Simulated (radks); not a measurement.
# Xe in [Kr] 4d9.5 5s2 5p6 6s0.5: an all-electron calculation

Aim: the levels, the sizes of the orbitals and the parts of the energy of neutral xenon.

Method: Dirac Kohn-Sham, HCTH/407, spin-unpolarised, spherical densities, point nucleus; open shells fill j = l - 1/2 first. Code: radks (a radial shooting solver on a logarithmic mesh, Libxc functionals) version 1.

**1. Starting point**

- element: xenon (Z = 54)
- charge: 0
- electrons: 54
- configuration: [Kr] 4d9.5 5s2 5p6 6s0.5

**2. The run**

The run's settings:

```text
Z 54
configuration [Kr] 4d9.5 5s2 5p6 6s0.5
relativity Dirac
functional hcth_407
spin unpolarised
j_filling energy
nucleus point
c 137.035999084
```

Command:

```console
> python run_ks.py task.json out
```

All runs below come from this command, one after another.

**Question.** What will this run give?

**Answer**, as computed:

```
                        quantity                   value
                    total energy     -7453.75437 hartree
exchange-correlation share of it                  2.57 %
                            −T/E                  1.0623
          highest occupied level        6s1/2, -1.762 eV
    most extended occupied level  6s1/2, <r> = 6.41 bohr
 radius at density 0.001 e/bohr³               4.45 bohr
    maxima of the radial density                       4
```

What this shows: 6 principal shells are occupied and 4 maxima appear in the radial density; where shells overlap, one shows as a shoulder or not at all. Relativity lifts −T/E to 1.062. This is not the tabulated ground configuration, so its levels and sizes aren't those of the ground state, and no measured value stands beside it.
